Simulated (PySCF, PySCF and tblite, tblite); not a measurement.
**C4H12Cl2Si2: conformers and averaged spectra**

Aim: find the conformers of C4H12Cl2Si2 (`C[Si](C)(Cl)[Si](C)(C)Cl`), weigh them, and average their properties.

Computed with tblite 0.8.0 (tight binding) and PySCF 2.14.0 (DFT, with response routines of our own); each step states its level. Atoms count from 0 throughout.

## Step 1: The molecule as given

20 atoms, charge 0, multiplicity 1; geometry from: MMFF94s geometry.

Bonds of the start (Å): C0–H10 1.10, C0–H8 1.09, C0–H9 1.09, C0–Si1 1.86, C2–H11 1.09, C2–H12 1.10, C2–H13 1.09, C5–H14 1.10, C5–H15 1.10, C5–H16 1.10, C6–H17 1.10, C6–H18 1.09, C6–H19 1.09, Si1–C2 1.85, Si1–Cl3 2.05, Si1–Si4 2.31, Si4–C5 1.84, Si4–C6 1.85, Si4–Cl7 2.06.

## Step 2: GFN2-xTB relaxation, conformer 1

The job: settings as JSON, then the geometry in Å.

```
{"job": {"xc": "GFN2-xTB", "basis": "xTB", "kind": "relax"}, "charge": 0, "multiplicity": 1}
C      1.973000     0.810600     1.282700
Si     0.969700    -0.475900     0.398000
C      1.914600    -1.252200    -0.990500
Cl     0.483900    -1.946500     1.746100
Si    -0.976600     0.478300    -0.403900
C     -1.911400     1.247500     0.987700
C     -1.964700    -0.810800    -1.290900
Cl    -0.479400     1.958300    -1.753900
H      2.893200     0.388400     1.693300
H      2.241700     1.624900     0.610800
H      1.402600     1.250700     2.114500
H      2.181300    -0.504500    -1.741600
H      1.306900    -2.017300    -1.486700
H      2.831900    -1.721400    -0.643500
H     -2.832000     1.728900     0.639300
H     -2.188700     0.502100     1.752100
H     -1.311900     2.021600     1.496500
H     -2.248100    -1.631900    -0.609800
H     -2.889700    -0.388900    -1.689700
H     -1.401400    -1.251300    -2.113500
```

Launch:

```console
> OMP_NUM_THREADS=1 python ens_run.py task.json out
```

The driver reads the study from task.json and runs its stages one after another.

Log:

```text
step      E/eV     max force
  0    -742.90869    1.695
  1    -743.01435    0.378
  2    -743.02668    0.239
  3    -743.03977    0.240
  4    -743.05467    0.434
  5    -743.06910    0.470
  6    -743.07926    0.317
  7    -743.08413    0.138
  8    -743.08627    0.135
  9    -743.08806    0.138
 10    -743.09053    0.116
 11    -743.09294    0.096
 12    -743.09476    0.087
 13    -743.09623    0.082
 14    -743.09819    0.103
 15    -743.10116    0.132
 16    -743.10476    0.142
 17    -743.10781    0.115
 18    -743.10973    0.085
 19    -743.11103    0.070
 20    -743.11215    0.060
 21    -743.11293    0.058
 22    -743.11343    0.048
 23    -743.11385    0.049
 24    -743.11430    0.049
 25    -743.11477    0.053
 26    -743.11515    0.047
 27    -743.11545    0.039
 28    -743.11545    0.039
 29    -743.11560    0.032
 30    -743.11600    0.030
 31    -743.11612    0.031
 32    -743.11644    0.034
 33    -743.11671    0.042
 34    -743.11706    0.033
 35    -743.11737    0.037
 36    -743.11766    0.031
 37    -743.11789    0.031
 38    -743.11812    0.032
 39    -743.11836    0.041
 40    -743.11861    0.038
 41    -743.11884    0.033
 42    -743.11902    0.029
 43    -743.11918    0.033
 44    -743.11932    0.034
 45    -743.11943    0.028
 46    -743.11950    0.019
 47    -743.11955    0.021
 48    -743.11961    0.031
 49    -743.11969    0.033
 50    -743.11978    0.027
 51    -743.11986    0.019
 52    -743.11991    0.021
 53    -743.11996    0.017
 54    -743.12001    0.026
 55    -743.12007    0.030
 56    -743.12014    0.025
 57    -743.12019    0.019
 58    -743.12023    0.017
 59    -743.12025    0.012
 60    -743.12027    0.012
 61    -743.12029    0.016
 62    -743.12032    0.017
 63    -743.12034    0.012
 64    -743.12035    0.008
 65    -743.12036    0.005
 66    -743.12037    0.008
 67    -743.12038    0.010
 68    -743.12038    0.010
 69    -743.12039    0.010
 70    -743.12040    0.008
 71    -743.12041    0.008
 72    -743.12042    0.009
 73    -743.12042    0.005
 74    -743.12042    0.002
```

Run time: 1.4 s. Hardware: 1 thread of Arm Neoverse N1, shared host.

Gain 0.212 eV; displacement 0.13 Å root mean square.

**GFN2-xTB relaxation, conformer 2**

The job: settings as JSON, then the geometry in Å.

```
{"job": {"xc": "GFN2-xTB", "basis": "xTB", "kind": "relax"}, "charge": 0, "multiplicity": 1}
C      1.827700     1.734900     0.467700
Si     1.120300     0.031000     0.565500
C      1.771600    -1.069900    -0.774500
Cl     1.662600    -0.789900     2.369600
Si    -1.191100     0.129300     0.416300
C     -1.904200    -1.543000     0.749900
C     -1.629500     0.739700    -1.289200
Cl    -1.927500     1.467700     1.788500
H      2.916600     1.720100     0.536200
H      1.549700     2.215400    -0.475000
H      1.444700     2.372000     1.276600
H      1.501700    -0.671600    -1.763000
H      1.342300    -2.075400    -0.696700
H      2.856900    -1.153000    -0.734200
H     -2.994200    -1.521300     0.675500
H     -1.529400    -2.285300     0.053600
H     -1.644200    -1.884700     1.762900
H     -2.717000     0.805200    -1.405300
H     -1.207800     1.730400    -1.474200
H     -1.254300     0.058900    -2.053300
```

Log:

```text
step      E/eV     max force
  0    -742.90445    1.535
  1    -743.00247    0.517
  2    -743.01737    0.243
  3    -743.03108    0.247
  4    -743.04511    0.392
  5    -743.05776    0.391
  6    -743.06603    0.241
  7    -743.07015    0.107
  8    -743.07231    0.142
  9    -743.07458    0.158
 10    -743.07726    0.141
 11    -743.07936    0.095
 12    -743.08068    0.081
 13    -743.08177    0.067
 14    -743.08314    0.089
 15    -743.08481    0.114
 16    -743.08655    0.107
 17    -743.08829    0.099
 18    -743.09019    0.103
 19    -743.09193    0.079
 20    -743.09294    0.057
 21    -743.09340    0.046
 22    -743.09370    0.036
 23    -743.09370    0.036
 24    -743.09384    0.031
 25    -743.09421    0.031
 26    -743.09435    0.029
 27    -743.09472    0.033
 28    -743.09497    0.033
 29    -743.09524    0.038
 30    -743.09547    0.036
 31    -743.09572    0.034
 32    -743.09596    0.037
 33    -743.09621    0.037
 34    -743.09652    0.045
 35    -743.09689    0.050
 36    -743.09724    0.036
 37    -743.09747    0.028
 38    -743.09761    0.029
 39    -743.09774    0.040
 40    -743.09788    0.032
 41    -743.09799    0.022
 42    -743.09806    0.022
 43    -743.09814    0.029
 44    -743.09826    0.044
 45    -743.09845    0.048
 46    -743.09863    0.035
 47    -743.09875    0.022
 48    -743.09886    0.022
 49    -743.09897    0.030
 50    -743.09910    0.031
 51    -743.09919    0.023
 52    -743.09922    0.012
 53    -743.09925    0.012
 54    -743.09927    0.015
 55    -743.09931    0.018
 56    -743.09934    0.015
 57    -743.09937    0.010
 58    -743.09938    0.008
 59    -743.09939    0.006
 60    -743.09940    0.007
 61    -743.09941    0.008
 62    -743.09943    0.014
 63    -743.09946    0.020
 64    -743.09950    0.021
 65    -743.09956    0.020
 66    -743.09962    0.016
 67    -743.09967    0.017
 68    -743.09970    0.017
 69    -743.09972    0.010
 70    -743.09973    0.010
 71    -743.09974    0.012
 72    -743.09976    0.015
 73    -743.09979    0.021
 74    -743.09983    0.018
 75    -743.09985    0.008
 76    -743.09987    0.007
 77    -743.09988    0.008
 78    -743.09989    0.010
 79    -743.09990    0.009
 80    -743.09991    0.008
 81    -743.09991    0.007
 82    -743.09992    0.006
 83    -743.09992    0.008
 84    -743.09993    0.006
 85    -743.09993    0.003
```

Wall time 1.5 s (1 thread of Arm Neoverse N1, shared host).

Relaxing gained 0.195 eV and moved the atoms by 0.12 Å on average (rms).

## Step 3: Shieldings, conformer 1: PBE0/pcSseg-1 in chloroform

The job: settings as JSON, then the geometry in Å.

```
{"job": {"xc": "PBE0", "basis": "pcSseg-1", "solvent": "chloroform", "kind": "nmr", "pop": true}, "charge": 0, "multiplicity": 1}
C      2.093180     0.802385     1.311282
Si     0.998061    -0.465226     0.395538
C      2.031250    -1.279462    -0.988113
Cl     0.555764    -1.945613     1.747605
Si    -0.998556     0.466710    -0.395229
C     -2.032775     1.280030     0.988132
C     -2.092743    -0.800967    -1.312100
Cl    -0.555903     1.947667    -1.746545
H      3.014208     0.350765     1.671368
H      2.362438     1.626103     0.657206
H      1.578657     1.220915     2.171924
H      2.296928    -0.554493    -1.751426
H      1.481018    -2.080757    -1.473689
H      2.953490    -1.706438    -0.602024
H     -2.954161     1.708145     0.601282
H     -2.299949     0.554322     1.750212
H     -1.482407     2.080284     1.475255
H     -2.362292    -1.624991    -0.658527
H     -3.013704    -0.349548    -1.672604
H     -1.577651    -1.219152    -2.172582
```

Log:

```text
coarse grid: 18280 points
cycle   1  E = -1658.2345841849  dE =  3.951e-01  |g| = 6.269e-01  |ddm| = 3.919e+00
cycle   2  E = -1658.2119471078  dE =  2.264e-02  |g| = 6.937e-01  |ddm| = 1.125e+00
cycle   3  E = -1658.3352705915  dE = -1.233e-01  |g| = 3.211e-02  |ddm| = 6.255e-01
cycle   4  E = -1658.3355373629  dE = -2.668e-04  |g| = 1.515e-02  |ddm| = 6.132e-02
cycle   5  E = -1658.3355919635  dE = -5.460e-05  |g| = 1.311e-03  |ddm| = 1.956e-02
cycle   6  E = -1658.3355922388  dE = -2.753e-07  |g| = 3.416e-04  |ddm| = 1.690e-03
final grid: 156640 points
cycle   7  E = -1658.3783684622  dE = -4.268e-05  |g| = 9.262e-03  |ddm| = 2.602e-02
cycle   8  E = -1658.3783637246  dE =  4.738e-06  |g| = 9.908e-03  |ddm| = 1.471e-02
cycle   9  E = -1658.3783882072  dE = -2.448e-05  |g| = 7.378e-04  |ddm| = 7.723e-03
cycle  10  E = -1658.3783882946  dE = -8.746e-08  |g| = 1.155e-04  |ddm| = 8.169e-04
cycle  11  E = -1658.3783882978  dE = -3.179e-09  |g| = 2.353e-05  |ddm| = 1.667e-04
cycle  12  E = -1658.3783882979  dE = -1.232e-10  |g| = 3.749e-06  |ddm| = 3.011e-05
converged SCF energy = -1658.3783882979

GIAO shielding tensors (ppm)
atom      isotropic    diamagn.    paramagn.     s11        s22        s33       span
  0 C      183.547     255.089     -71.542    173.241    183.528    193.871     20.629
  1 Si     329.649     879.821    -550.173    297.053    334.383    357.510     60.458
  2 C      183.553     255.086     -71.533    173.251    183.528    193.881     20.629
  3 Cl     974.158    1150.754    -176.596    942.599    985.253    994.622     52.023
  4 Si     329.648     879.821    -550.172    297.046    334.394    357.506     60.460
  5 C      183.556     255.086     -71.530    173.247    183.542    193.877     20.630
  6 C      183.545     255.086     -71.542    173.229    183.530    193.875     20.646
  7 Cl     974.160    1150.753    -176.593    942.641    985.220    994.618     51.977
  8 H       31.020      29.464       1.556     26.624     28.422     38.015     11.391
  9 H       31.314      31.831      -0.517     26.519     29.310     38.113     11.594
 10 H       31.147      31.774      -0.627     26.850     29.164     37.426     10.577
 11 H       31.315      31.834      -0.519     26.521     29.311     38.114     11.594
 12 H       31.147      31.776      -0.629     26.851     29.163     37.428     10.577
 13 H       31.020      29.466       1.554     26.623     28.421     38.017     11.394
 14 H       31.021      29.463       1.558     26.623     28.422     38.016     11.393
 15 H       31.315      31.831      -0.516     26.522     29.307     38.116     11.594
 16 H       31.146      31.774      -0.627     26.848     29.165     37.427     10.579
 17 H       31.315      31.833      -0.518     26.521     29.308     38.115     11.594
 18 H       31.020      29.464       1.557     26.624     28.422     38.015     11.391
 19 H       31.147      31.777      -0.630     26.849     29.166     37.425     10.576
```

Wall time 88 s (1 thread of Arm Neoverse N1, shared host); peak memory 1.2 GiB.

This run: HOMO -7.58 eV, LUMO -0.10 eV; dipole 0.00 D.

Orbitals, density, ELF and potential are computed afterwards from the orbital file.

Frontier orbitals at PBE0/pcSseg-1, with the share of their density that lies nearest to each atom:

```csv
orbital,energy (eV),lies on
HOMO,-7.58,"Si1, Si4 about 21 % each; Cl3, Cl7 about 13 % each"
LUMO,-0.10,"Si1, Si4 about 25 % each; Cl3, Cl7 about 13 % each"
```

ELF in a plane through or near 9 of the atoms.

Ten even steps from ' ' (0.00) to '@' (1.00):
```
                                                        
                                                        
                                                        
                ::**%%++      ..##@@%%--                
              ..**@@@@@@--    ++@@@@@@##....            
        ::++++--**@@@@@@--    ==@@@@@@##==****==        
      ::%%@@@@%%::--##++      ..++%%----@@@@@@@@--      
      ::@@@@@@@@::==**++......::++##..--@@@@@@@@==      
        ==####++**%%@@**++####==++%%@@##**%%%%**        
                --==....::@@@@..**::==--                
                --==....::@@@@..**..==--                
        ==####****%%@@**++####====%%@@##**%%%%**        
      ::@@@@@@@@::::**++......::++##::--@@@@@@@@==      
      ::%%@@@@%%::::##++      ..++%%--==@@@@@@@@--      
        ::++++==**@@@@@@--    ==@@@@@@##==****==        
              ..**@@@@@@==    ++@@@@@@##....            
                ::**%%++        ##@@%%--                
                                                        
                                                        
                                                        
```
The map spans 11.4 Å across and 10.1 Å up, centred on the molecule. Atoms in the plane (x, y in Å): C0 (-2.1, 1.6), C2 (-2.1, -1.6), Si4 (1.1, 0.0), C5 (2.1, 1.6), C6 (2.1, -1.6), H14 (3.1, 1.5), H16 (1.6, 2.5), H18 (3.1, -1.5), H19 (1.6, -2.5).

log10 of the density (e/Å³) in the same plane.

Ten even steps from '0' (-4.0) to '9' (1.4):
```
0000000000000000000000000000
0000000001000000001000000000
0000001122221001222211000000
0000122344443223444432210000
0001234456654334566554331000
0012345667764334677665442100
0013456788765445678777653100
0013557789765555678877653100
0012455677766666677766542100
0002334566776677976654332000
0002334566776777976654332000
0012455677766666677766543100
0013557789765555678877653100
0013456788765445678777553100
0012345667764334677665442100
0001234456654334566554331000
0000122344443223444432210000
0000001122221001222211000000
0000000001000000001000000000
0000000000000000000000000000
```
The map spans 11.4 Å across and 10.1 Å up, centred on the molecule. Atoms in the plane (x, y in Å): C0 (-2.1, 1.6), C2 (-2.1, -1.6), Si4 (1.1, 0.0), C5 (2.1, 1.6), C6 (2.1, -1.6), H14 (3.1, 1.5), H16 (1.6, 2.5), H18 (3.1, -1.5), H19 (1.6, -2.5).

On the surface of density 0.002 e/bohr³ the electrostatic potential runs, from the 1st to the 99th percentile, from -0.63 V near Cl7 to 0.96 V near H16.

## Step 4: Shieldings, conformer 2: PBE0/pcSseg-1 in chloroform

The job: settings as JSON, then the geometry in Å.

```
{"job": {"xc": "PBE0", "basis": "pcSseg-1", "solvent": "chloroform", "kind": "nmr", "pop": false}, "charge": 0, "multiplicity": 1}
C      1.936487     1.771978     0.485663
Si     1.134993     0.042018     0.585351
C      1.875654    -1.055350    -0.790974
Cl     1.728574    -0.786342     2.361640
Si    -1.199839     0.121233     0.422832
C     -2.017272    -1.569061     0.769316
C     -1.741760     0.719101    -1.308047
Cl    -1.993600     1.450395     1.763146
H      3.017470     1.720493     0.588798
H      1.718392     2.252546    -0.463321
H      1.563822     2.420505     1.273633
H      1.633289    -0.673480    -1.777571
H      1.500211    -2.072685    -0.730298
H      2.958336    -1.105403    -0.715123
H     -3.101463    -1.509704     0.715785
H     -1.692490    -2.317260     0.052503
H     -1.758652    -1.931636     1.760321
H     -2.824260     0.768076    -1.387106
H     -1.357087     1.712046    -1.521864
H     -1.385953     0.053210    -2.087721
```

Log:

```text
coarse grid: 18280 points
cycle   1  E = -1658.2326602080  dE =  4.046e-01  |g| = 6.275e-01  |ddm| = 3.926e+00
cycle   2  E = -1658.2092057220  dE =  2.345e-02  |g| = 6.960e-01  |ddm| = 1.125e+00
cycle   3  E = -1658.3334159809  dE = -1.242e-01  |g| = 3.510e-02  |ddm| = 6.256e-01
cycle   4  E = -1658.3337345063  dE = -3.185e-04  |g| = 1.686e-02  |ddm| = 6.769e-02
cycle   5  E = -1658.3337987510  dE = -6.424e-05  |g| = 1.983e-03  |ddm| = 2.071e-02
cycle   6  E = -1658.3337993042  dE = -5.532e-07  |g| = 1.162e-03  |ddm| = 3.327e-03
final grid: 156640 points
cycle   7  E = -1658.3770358904  dE = -4.449e-05  |g| = 9.064e-03  |ddm| = 2.412e-02
cycle   8  E = -1658.3770311426  dE =  4.748e-06  |g| = 9.697e-03  |ddm| = 1.425e-02
cycle   9  E = -1658.3770544643  dE = -2.332e-05  |g| = 7.667e-04  |ddm| = 7.568e-03
cycle  10  E = -1658.3770545658  dE = -1.015e-07  |g| = 1.273e-04  |ddm| = 9.106e-04
cycle  11  E = -1658.3770545696  dE = -3.775e-09  |g| = 3.182e-05  |ddm| = 1.829e-04
cycle  12  E = -1658.3770545698  dE = -2.028e-10  |g| = 1.034e-05  |ddm| = 4.501e-05
converged SCF energy = -1658.3770545698

GIAO shielding tensors (ppm)
atom      isotropic    diamagn.    paramagn.     s11        s22        s33       span
  0 C      183.500     254.676     -71.176    171.230    184.745    194.524     23.294
  1 Si     328.318     879.446    -551.128    299.520    323.398    362.035     62.515
  2 C      182.558     255.987     -73.429    170.216    183.629    193.830     23.613
  3 Cl     978.708    1149.791    -171.082    948.828    984.571   1002.725     53.897
  4 Si     328.337     879.441    -551.105    299.604    323.407    361.999     62.394
  5 C      183.498     254.681     -71.183    171.245    184.725    194.525     23.280
  6 C      182.557     255.989     -73.432    170.227    183.606    193.839     23.612
  7 Cl     978.720    1149.789    -171.070    948.898    984.590   1002.671     53.774
  8 H       31.039      29.222       1.817     26.617     28.462     38.038     11.420
  9 H       31.476      32.253      -0.777     26.917     29.004     38.507     11.590
 10 H       30.952      30.868       0.084     26.460     29.425     36.970     10.510
 11 H       31.564      33.072      -1.507     26.906     29.299     38.488     11.583
 12 H       31.225      32.318      -1.093     26.995     29.321     37.359     10.364
 13 H       31.019      29.825       1.194     26.633     28.460     37.963     11.330
 14 H       31.039      29.224       1.814     26.617     28.461     38.037     11.420
 15 H       31.474      32.254      -0.780     26.915     29.003     38.505     11.591
 16 H       30.950      30.870       0.081     26.457     29.424     36.969     10.512
 17 H       31.018      29.826       1.192     26.633     28.459     37.962     11.328
 18 H       31.227      32.317      -1.090     26.998     29.322     37.361     10.363
 19 H       31.565      33.074      -1.509     26.905     29.301     38.489     11.583
```

Wall time 69 s (1 thread of Arm Neoverse N1, shared host); peak memory 1.2 GiB.

This run: HOMO -7.57 eV, LUMO 0.05 eV; dipole 3.89 D.

## Step 5: The ensemble: properties at PBE0/pcSseg-1 in chloroform

The job: settings as JSON, then the geometry in Å.

```
{"job": {"study": "conf", "smiles": "C[Si](C)(Cl)[Si](C)(C)Cl", "search": {"seed": 9616, "n_embed": 60, "ff_keep": 14, "window": 3.0, "nmax": 10, "temps": [150, 200, 250, 298.15, 400], "t_ref": 298.15, "order": 0.002}, "level": {"nmr": {"xc": "PBE0", "basis": "pcSseg-1", "solvent": "chloroform"}}, "kind": "conf"}, "charge": 0, "multiplicity": 1}
C      2.093180     0.802385     1.311282
Si     0.998061    -0.465226     0.395538
C      2.031250    -1.279462    -0.988113
Cl     0.555764    -1.945613     1.747605
Si    -0.998556     0.466710    -0.395229
C     -2.032775     1.280030     0.988132
C     -2.092743    -0.800967    -1.312100
Cl    -0.555903     1.947667    -1.746545
H      3.014208     0.350765     1.671368
H      2.362438     1.626103     0.657206
H      1.578657     1.220915     2.171924
H      2.296928    -0.554493    -1.751426
H      1.481018    -2.080757    -1.473689
H      2.953490    -1.706438    -0.602024
H     -2.954161     1.708145     0.601282
H     -2.299949     0.554322     1.750212
H     -1.482407     2.080284     1.475255
H     -2.362292    -1.624991    -0.658527
H     -3.013704    -0.349548    -1.672604
H     -1.577651    -1.219152    -2.172582
```

Log:

```text
conformer  sym    E(xTB)   E(DFT)   G(298.15 K)  weight  dipole/D
    1     C2h     0.000    0.000    0.000   0.6969    0.001
    2     C2      0.473    0.824    0.493   0.3031    3.890

mean shielding (ppm) by class
class atoms           150 K      200 K      250 K   298.15 K      400 K
  0 C  0,2,5        183.506    183.463    183.423    183.392    183.344
  1 Si 1,4          329.538    329.428    329.328    329.248    329.128
  2 Cl 3,7          974.542     974.92    975.265    975.539    975.955
  3 H  8,9,10        31.165     31.169     31.173     31.176     31.181
```

Wall time 2.7 min (1 thread of Arm Neoverse N1, shared host). This counts the runs that the step sums up.

The search (ETKDG, MMFF94s, GFN2-xTB) embedded 60 structures, kept 2 distinct ones after the force field and 2 after xTB; 2 were carried on (window 3.0 kcal/mol at the search's own energies). Energies: PBE0/pcSseg-1 in chloroform with D3(BJ).

Conformer by conformer (298 K):

```csv
no.,group,mirror pair,ΔE xTB,ΔE DFT,ΔG,weight (%),μ (D),Cl3–Si1–Si4–Cl7 (°),"A, B, C (GHz)"
1,C2h,no,0.00,0.00,0.00,69.7,0.00,180,"1.26, 0.65, 0.59"
2,C2,yes,0.47,0.82,0.49,30.3,3.89,68,"1.19, 0.66, 0.62"
```

Energies in kcal/mol. ΔG holds xTB vibrations and rotation, symmetry numbers and mirror pairs.

Weights (%) by temperature:

```csv
no.,150 K,200 K,250 K,298 K,400 K
1,91.6,83.3,75.7,69.7,60.6
2,8.4,16.7,24.3,30.3,39.4
```

How the weights hang on the way they are made:

```csv
scheme,1,2,mean μ (D)
DFT free energy,70,30,1.18
"DFT energy, symmetry counted",67,33,1.29
DFT energy alone,80,20,0.78
"xTB energy, symmetry counted",53,47,1.84
xTB free energy,56,44,1.71
lowest conformer only,100,0,0.00
equal weights,50,50,1.95
conformers found from three starts alone,0,100,3.89
```

Shifts against references run at the same level (¹³C TMS 187.6, ²⁹Si TMS 349.0, ¹H TMS 31.70 ppm of shielding), by class of atoms, at 298 K:

```csv
atoms,environment,no. 1,no. 2,average
"C0, C2, C5, C6",methyl carbon bonded to Si,4.0,4.6,4.2
"H8, H9, H10 and 9 more",hydrogen on a methyl carbon bonded to Si,0.54,0.49,0.52
"Si1, Si4","silicon bonded to 2 C, Cl, Si",19.3,20.7,19.7
"Cl3, Cl7",chlorine bonded to Si,974 (σ),979 (σ),976 (σ)
```

## Step 6: Summary of results

```
                                          quantity                                                 value
                                        conformers  2; the first in weight is no. 1 (C2h), 70 % at 298 K
                           root-mean-square dipole                                                2.14 D
 averaged ¹³C shifts (PBE0/pcSseg-1 in chloroform)                                               4.2 ppm
  averaged ¹H shifts (PBE0/pcSseg-1 in chloroform)                                              0.52 ppm
averaged ²⁹Si shifts (PBE0/pcSseg-1 in chloroform)                                              19.7 ppm
```

At 298 K conformer 1 holds 70 % of the ensemble (92 % at 150 K, 61 % at 400 K). Among conformers over 5 %, C0, C2, C5, C6 differ by 0.5 ppm, while the average moves by 0.2 ppm from 150 to 400 K.
